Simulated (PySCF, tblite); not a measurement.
# C₄H₈BF₃P radical: geometry, infrared bands and EPR parameters

Aim: predict the infrared bands and EPR parameters of C₄H₈BF₃P radical (`FC(F)(F)CCCB[PH]`).

Computed with tblite 0.8.0 and PySCF 2.14.0, with density-fitted response routines of our own, on a single molecule in the gas phase. Atoms are numbered from 0 throughout.

**1. The molecule as given**

17 atoms, charge 0, multiplicity 2; geometry from: force field or distance geometry start.

Bonds of the start (Å): F0–C1 1.36, C1–F2 1.38, C1–F3 1.37, C1–C4 1.51, C4–C5 1.51, C5–C6 1.51, C6–B7 1.59, B7–P8 1.89, C4–H9 1.11, C4–H10 1.11, C5–H11 1.11, C5–H12 1.10, C6–H13 1.11, C6–H14 1.11, B7–H15 1.21, P8–H16 1.43.

**2. Optimising the geometry with GFN2-xTB**

The job: settings as JSON, then the geometry in Å.

```
{"job": {"kind": "relax", "xc": "GFN2-xTB", "basis": "xTB"}, "charge": 0, "multiplicity": 2}
F      1.924500     1.618100    -0.926500
C      2.180300     0.931000     0.219900
F      1.779200     1.658200     1.325800
F      3.533200     0.765900     0.323400
C      1.377700    -0.347900     0.265500
C     -0.086300     0.035300     0.203500
C     -0.882900    -1.242100     0.231200
B     -2.399900    -0.752000     0.181600
P     -2.827200     0.982900    -0.443800
H      1.559100    -0.933700     1.193000
H      1.590300    -0.909600    -0.670600
H     -0.391300     0.609400     1.098400
H     -0.354300     0.554700    -0.724900
H     -0.684400    -1.821300     1.160200
H     -0.643700    -1.917400    -0.612800
H     -3.049100    -1.079700     1.147900
H     -2.632500     1.860200     0.667700
```

On the command line:

```
$ OMP_NUM_THREADS=1 python probes_run.py task.json out
```

One launch serves the whole session: the jobs run in the order shown.

Output:

```text
step      E/eV     max force
  0    -830.35454    2.442
  1    -830.58844    1.703
  2    -830.79695    1.139
  3    -830.86832    0.833
  4    -830.94480    0.448
  5    -830.97047    0.497
  6    -831.01325    0.565
  7    -831.04225    0.541
  8    -831.07510    0.420
  9    -831.10292    0.354
 10    -831.12550    0.331
 11    -831.13828    0.224
 12    -831.14584    0.180
 13    -831.15141    0.187
 14    -831.15636    0.195
 15    -831.16036    0.160
 16    -831.16363    0.161
 17    -831.16695    0.163
 18    -831.17095    0.205
 19    -831.17577    0.186
 20    -831.18152    0.177
 21    -831.18881    0.211
 22    -831.19859    0.273
 23    -831.21077    0.320
 24    -831.22425    0.315
 25    -831.23775    0.269
 26    -831.24972    0.277
 27    -831.26274    0.290
 28    -831.27581    0.324
 29    -831.28967    0.306
 30    -831.29166    0.721
 31    -831.31265    0.353
 32    -831.32293    0.264
 33    -831.34337    0.280
 34    -831.35268    0.310
 35    -831.37418    0.361
 36    -831.38636    0.262
 37    -831.38808    0.612
 38    -831.39786    0.168
 39    -831.40033    0.108
 40    -831.40502    0.153
 41    -831.40587    0.106
 42    -831.40749    0.053
 43    -831.40833    0.060
 44    -831.40929    0.065
 45    -831.40987    0.060
 46    -831.41049    0.064
 47    -831.41121    0.066
 48    -831.41194    0.061
 49    -831.41257    0.072
 50    -831.41313    0.055
 51    -831.41380    0.060
 52    -831.41461    0.062
 53    -831.41556    0.055
 54    -831.41639    0.052
 55    -831.41706    0.062
 56    -831.41772    0.072
 57    -831.41852    0.079
 58    -831.41941    0.077
 59    -831.42025    0.080
 60    -831.42108    0.078
 61    -831.42197    0.070
 62    -831.42301    0.074
 63    -831.42384    0.064
 64    -831.42464    0.061
 65    -831.42534    0.063
 66    -831.42607    0.064
 67    -831.42675    0.071
 68    -831.42743    0.055
 69    -831.42800    0.048
 70    -831.42845    0.057
 71    -831.42879    0.062
 72    -831.42907    0.036
 73    -831.42930    0.042
 74    -831.42951    0.032
 75    -831.42971    0.034
 76    -831.42986    0.030
 77    -831.42996    0.021
 78    -831.43006    0.023
 79    -831.43020    0.033
 80    -831.43039    0.039
 81    -831.43061    0.036
 82    -831.43078    0.031
 83    -831.43092    0.032
 84    -831.43105    0.031
 85    -831.43120    0.031
 86    -831.43134    0.030
 87    -831.43144    0.022
 88    -831.43151    0.021
 89    -831.43158    0.024
 90    -831.43168    0.028
 91    -831.43177    0.027
 92    -831.43185    0.021
 93    -831.43191    0.016
 94    -831.43197    0.022
 95    -831.43204    0.021
 96    -831.43210    0.016
 97    -831.43214    0.017
 98    -831.43216    0.017
 99    -831.43221    0.016
100    -831.43228    0.019
101    -831.43238    0.025
102    -831.43248    0.023
103    -831.43256    0.019
104    -831.43261    0.016
105    -831.43266    0.015
106    -831.43271    0.014
107    -831.43276    0.015
108    -831.43279    0.016
109    -831.43282    0.013
110    -831.43285    0.012
111    -831.43287    0.011
112    -831.43288    0.009
```

Run time: 0.85 s. Hardware: 1 thread of Arm Neoverse V1, shared host; peak memory 0.18 GiB.

The steps of the relaxation: (not every step is listed)

```tsv
step	energy from step 0 (eV)	largest force (eV/Å)
0	0.0000	2.4417
1	-0.2339	1.7031
2	-0.4424	1.1391
3	-0.5138	0.8327
4	-0.5903	0.4480
5	-0.6159	0.4975
6	-0.6587	0.5646
7	-0.6877	0.5408
8	-0.7206	0.4201
17	-0.8124	0.1625
26	-0.8952	0.2774
35	-1.0196	0.3613
44	-1.0548	0.0653
53	-1.0610	0.0547
62	-1.0685	0.0741
71	-1.0743	0.0623
80	-1.0758	0.0393
89	-1.0770	0.0241
98	-1.0776	0.0170
107	-1.0782	0.0153
108	-1.0782	0.0164
109	-1.0783	0.0133
110	-1.0783	0.0118
111	-1.0783	0.0110
112	-1.0783	0.0093
```

Distances of close pairs at the start and the end, largest changes first:

```tsv
bond	before (Å)	after (Å)	change (Å)
C1–F2	1.383	1.342	-0.041
B7–H15	1.209	1.173	-0.036
P8–H16	1.429	1.395	-0.034
C5–C6	1.506	1.529	+0.024
C1–F3	1.367	1.345	-0.022
B7–P8	1.893	1.872	-0.021
C4–H10	1.112	1.092	-0.020
C4–H9	1.112	1.092	-0.020
```

The final coordinates are the input of the step that follows.

**3. Vibrational analysis with GFN2-xTB**

The job: settings as JSON, then the geometry in Å.

```
{"job": {"kind": "ir", "xc": "GFN2-xTB", "basis": "xTB"}, "charge": 0, "multiplicity": 2}
F      2.274229     1.600266    -0.889484
C      2.469949     0.808247     0.175282
F      2.407948     1.601902     1.256056
F      3.742249     0.378339     0.097287
C      1.485382    -0.338974     0.238510
C      0.043485     0.169644     0.286524
C     -0.959320    -0.978003     0.413906
B     -2.485494    -0.568091     0.356835
P     -3.010242     1.149227    -0.172520
H      1.722232    -0.924455     1.129391
H      1.649159    -0.960736    -0.643932
H     -0.068745     0.847358     1.136295
H     -0.166291     0.737889    -0.623366
H     -0.746668    -1.536477     1.330683
H     -0.780860    -1.693446    -0.397546
H     -3.294323    -1.392573     0.562566
H     -4.289687     1.111914     0.383065
```

Output:

```text
mode    cm-1     km/mol
  1      24.6      0.28
  2      60.2      0.26
  3      72.8      0.47
  4      90.9      0.13
  5     127.3      4.01
  6     159.3      2.47
  7     208.0     16.31
  8     272.2      3.29
  9     332.4      0.62
 10     341.9      7.16
 11     444.7      3.88
 12     476.1      8.38
 13     516.2      7.75
 14     547.4     14.56
 15     588.9     31.87
 16     664.8     15.70
 17     690.0     54.60
 18     782.9     17.27
 19     813.8     27.06
 20     827.1     12.09
 21     885.1      1.57
 22     947.4     22.75
 23    1015.2    150.29
 24    1042.2    210.53
 25    1066.7     57.16
 26    1092.2    192.05
 27    1104.9      7.39
 28    1161.0    124.90
 29    1192.4    188.34
 30    1228.4     30.23
 31    1242.7     40.16
 32    1277.5      1.97
 33    1307.6     14.00
 34    1359.2     15.01
 35    1447.3      3.75
 36    1459.8     15.02
 37    1481.2      1.07
 38    2270.2    136.74
 39    2607.8    102.35
 40    2920.4     24.10
 41    2957.7     21.22
 42    2970.6     22.71
 43    2982.3     16.43
 44    2992.7     25.53
 45    2997.0     20.56
```

It took 0.63 s on 1 thread of Arm Neoverse V1, shared host; peak memory 0.18 GiB.

Which atoms move in the most intense modes:

```tsv
cm⁻¹	km/mol	atoms
1015	150.3	C1 22 %, H10 15 %, H14 12 %, H9 12 %
1042	210.5	C1 58 %, F3 19 %
1067	57.2	B7 24 %, C5 24 %, C4 19 %
1092	192.1	B7 25 %, H15 21 %, C5 16 %, C4 13 %
1161	124.9	C1 35 %, H10 13 %, C4 12 %, H9 12 %
1192	188.3	C1 69 %
2270	136.7	H16 97 %
2608	102.3	H15 92 %
```

**4. EPR parameters: B3LYP/pcH-1**

Settings changed since step 3:

```diff
@@ -1,2 +1,2 @@
-{"job": {"kind": "ir", "xc": "GFN2-xTB", "basis": "xTB"}, "charge": 0, "multiplicity": 2}
+{"job": {"kind": "epr", "basis": "pcH-1"}, "charge": 0, "multiplicity": 2}
 F      2.274229     1.600266    -0.889484
```

With the program's defaults for keys left out, this is: UKS B3LYP, pcH-1 on B C F H P, non-relativistic, mean-field spin-orbit, GIAO.

Output:

```text
UKS, coarse grid
  cycle   1  E = -822.81725552  |g| = 7.01e-01
  cycle   2  E = -822.62597612  |g| = 1.07e+00
  cycle   3  E = -822.98420613  |g| = 5.49e-02
  cycle   4  E = -822.98495751  |g| = 3.67e-02
  cycle   5  E = -822.98556476  |g| = 5.79e-03
  cycle   6  E = -822.98558434  |g| = 1.93e-03
  cycle   7  E = -822.98558636  |g| = 7.41e-04
UKS, final grid
  cycle   1  E = -822.98554938  |g| = 8.30e-04
  cycle   2  E = -822.98554934  |g| = 1.07e-03
  cycle   3  E = -822.98554987  |g| = 1.07e-04
  cycle   4  E = -822.98554991  |g| = 8.96e-05
  cycle   5  E = -822.98554994  |g| = 2.91e-05
  cycle   6  E = -822.98554994  |g| = 1.54e-05
E = -822.98554994 Eh   <S^2> = 0.7529 (exact 0.7500)
g shifts (ppm)      1          2          3
  rmc          -146       -146       -146
  gc            -10         33         28
  oz_so        -335       5785      22099
  total        -490       5672      21983
hyperfine (MHz)  atom isotope    a_iso     a_fc   dipolar eigenvalues
    0   19F      -0.01      -0.01     -0.46     -0.44      0.91
    1   13C       0.18       0.18     -0.14     -0.11      0.25
    2   19F       0.04       0.03     -0.50     -0.33      0.83
    3   19F      -0.12      -0.12     -0.24     -0.19      0.43
    4   13C      -0.24      -0.24     -0.24     -0.14      0.39
    5   13C       0.74       0.73     -0.80     -0.13      0.92
    6   13C       0.45       0.48     -1.65     -0.75      2.39
    7   11B      -7.94      -7.63     -7.81     -4.20     12.01
    8   31P     143.69     140.81   -281.29   -270.15    551.44
    9    1H      -0.08      -0.09     -0.58     -0.54      1.12
   10    1H       1.08       1.08     -0.64     -0.52      1.16
   11    1H       0.59       0.59     -2.68     -1.88      4.56
   12    1H       0.62       0.60     -2.53     -2.04      4.57
   13    1H       9.24       9.25     -2.08     -1.77      3.85
   14    1H      20.96      20.95     -2.31     -0.66      2.97
   15    1H      19.04      19.09     -5.90     -1.41      7.30
   16    1H     -16.17     -16.42    -15.20      1.52     13.68
```

Wall time 2.6 min (1 thread of Arm Neoverse V1, shared host); peak memory 1.2 GiB.

Principal g values 2.00183, 2.00799, 2.02430; g(iso) = 2.01137, against 2.00232 for a free electron.

Hyperfine couplings; where a row names several nuclei, a(iso) is their mean (it holds for fast rotation or exchange) and the dipolar term the largest among them:

```tsv
nuclei	isotope	a(iso) (MHz)	a(iso) (G, at g = 2.0023)	largest dipolar term (MHz)
P8	31P	143.7	51.3	551.4
H15	1H	19.0	6.8	7.3
H16	1H	-16.2	-5.8	-15.2
H13, H14	1H	15.1	5.4	3.9
B7	11B	-7.9	-2.8	12.0
C5	13C	0.7	0.3	0.9
H11, H12	1H	0.6	0.2	4.6
H9, H10	1H	0.5	0.2	1.2
C6	13C	0.5	0.2	2.4
C4	13C	-0.2	-0.1	0.4
C1	13C	0.2	0.1	0.3
F0, F2, F3	19F	0.0	0.0	0.9
```

Mulliken spin populations:

F0 0.00; C1 0.00; F2 0.00; F3 0.00; C4 0.00; C5 0.00; C6 -0.01; B7 0.13; P8 0.89; H9 0.00; H10 0.00; H11 0.00; H12 0.00; H13 0.00; H14 0.01; H15 0.00; H16 -0.02

In first order the couplings over 0.8 MHz of 31P, 1H, 11B give 96 distinct lines over 83.1 G, if the averaged nuclei exchange fast.

The fields below are evaluated on a grid from the run's orbitals.

ELF in a plane through or near 9 of the atoms.

Ten even steps from ' ' (0.00) to '@' (1.00):
```
                                                        
                                  ..--::..              
                                ::**##**--..            
                                ==%%@@%%++::::::        
                                ==@@@@%%****@@@@++      
                                ::@@%%--++@@@@@@%%..    
                ....      ::..  ..##++..--@@@@@@@@::    
        ..::  ..==--..  ..++++..  ++##--==%%@@@@##..    
        ==**==----..==..--****::  ==%%@@**--====..      
        ++%%%%##::++%%++##--::==::++==++**::            
        ==%%####--##++::%%++####**@@::==%%%%++          
        ::**%%++  ==++::**--##::==@@++++@@@@@@++        
          ::==..  ++%%%%==  ====--**==##@@@@@@%%        
                  ++####::  --####::..++@@@@@@##        
                  ::==--    ::++++..  ..%%@@##::        
                    ..        ::..      ::==..          
                                                        
                                                        
                                                        
                                                        
```
The map spans 13.4 Å across and 8.4 Å up, centred on the molecule. Atoms in the plane (x, y in Å): C1 (-2.6, 0.5), F3 (-3.8, -0.1), C4 (-1.4, -0.5), C5 (-0.1, 0.2), C6 (1.1, -0.9), B7 (2.5, -0.3), P8 (2.8, 1.6), H15 (3.4, -1.0), H16 (4.1, 1.6).

log10 of the density (e/Å³) in the same plane.

Ten even steps from '0' (-4.0) to '9' (1.1):
```
0000000000000000012221100000
0000000000000001233333210000
0000000000000002344444321000
0000001232211123455555442100
0000002444422333456666653200
0000024555533444567777764210
0000234566544555567878864310
0002455677656765567777764210
0003567798767876567776553200
0014689898777987677776442100
0014689877888888878976542100
0003577767887778987787542100
0002455556776678876777542100
0000234445665567765666532000
0000012234554456654454321000
0000000123333345543333220000
0000000012222233332222100000
0000000000111122211000000000
0000000000000000000000000000
0000000000000000000000000000
```
The map spans 13.4 Å across and 8.4 Å up, centred on the molecule. Atoms in the plane (x, y in Å): C1 (-2.6, 0.5), F3 (-3.8, -0.1), C4 (-1.4, -0.5), C5 (-0.1, 0.2), C6 (1.1, -0.9), B7 (2.5, -0.3), P8 (2.8, 1.6), H15 (3.4, -1.0), H16 (4.1, 1.6).

On the surface of density 0.002 e/bohr³ the electrostatic potential runs, from the 1st to the 99th percentile, from -0.72 V near F3 to 1.15 V near B7.

The spin density lies nearest to P8 74 %; B7 12 %; H16 7 %.

**5. What came out**

| quantity | value |
| --- | --- |
| strongest single infrared mode (GFN2-xTB) | 1042 cm⁻¹, 211 km/mol |
| zero-point energy (GFN2-xTB) | 73.0 kcal/mol |
| g(iso) (B3LYP) | 2.01137 |
| ⟨S²⟩ | 0.753 (exact 0.75) |
| largest a(iso) (averaged by class) | 31P on P8, 143.7 MHz |
| surface potential, 1st and 99th percentile | -0.72 V and 1.15 V |

What this shows: Over 112 steps the energy fell by 1.078 eV; of the close pairs, C1–F2 changed most, 1.383 to 1.342 Å. No mode is imaginary among the 45: a minimum at this level. The strongest single mode, at 1042 cm⁻¹, moves mainly C1. Unscaled tight-binding wavenumbers are off by several per cent, some by more. Its intensities can rank the bands wrongly. Most of the unpaired spin sits on P8 (0.89 e). The isotropic g lies 9.1 ppt above the free-electron value.
